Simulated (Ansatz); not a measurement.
CH4S2Si, SMILES C[SiH]1SS1, a ladder of methods at one geometry

With Ansatz's Python interface.

Notebook, run cell by cell (the value of a cell's last expression is shown):

**Cell 1**
```python
import ansatz as az

system = (
    az.Crystal.molecule()
    .atom("C", (-0.4892, 0.8485, -0.34))
    .atom("Si", (-0.028, -0.6594, 0.4404))
    .atom("S", (2.0298, -0.7597, 0.8244))
    .atom("S", (1.3729, -1.8138, -0.7492))
    .atom("H", (-1.4302, 0.7453, -0.9849))
    .atom("H", (-0.7785, 1.6788, 0.3876))
    .atom("H", (0.2628, 1.3128, -1.001))
    .atom("H", (-0.8474, -1.4095, 1.367))
)
```

**Cell 2**
```python
model = system.calculation().basis(gaussian="cc-pVDZ")
```

**Cell 3**
```python
methods = ["mp2", "ccsd", "ccsd_t"]
batch = az.Session.batch([model.correlation(m).input() for m in methods])
reports = sorted(batch.plan().execute().molecular_reports, key=lambda each: each["member"])
print(f"Hartree-Fock reference {reports[0]['reference_energy_ev'] / 27.211386246:.6f} Ha")
best = reports[-1]["free_energy_ev"] - reports[-1]["reference_energy_ev"]
for method, each in zip(methods, reports):
    gained = each["free_energy_ev"] - each["reference_energy_ev"]
    print(f"{method:8s} total {each['free_energy_ev'] / 27.211386246:.6f} Ha  correlation {gained:9.4f} eV  ({100 * gained / best:.1f} % of the last)")
```
Output:
```text
Hartree-Fock reference -1124.205622 Ha
mp2      total -1124.701511 Ha  correlation  -13.4938 eV  (88.2 % of the last)
ccsd     total -1124.749556 Ha  correlation  -14.8012 eV  (96.8 % of the last)
ccsd_t   total -1124.767623 Ha  correlation  -15.2928 eV  (100.0 % of the last)
```

Caveats:
- Total energies depend on the basis set; only differences at equal settings carry meaning.
- The geometry is a force-field or estimated start, not a minimum of this method, and the basis set is short of its limit. A lower total doesn't mark the better method: functionals have no common bound, and MP2 and coupled cluster aren't variational.
- Inner cores stay frozen, so this is valence correlation.
- For Al to Cl the sets with a tight d function, cc-pV(X+d)Z, are usual.

(Lines on the test bed's own set-up are left out of the output.)
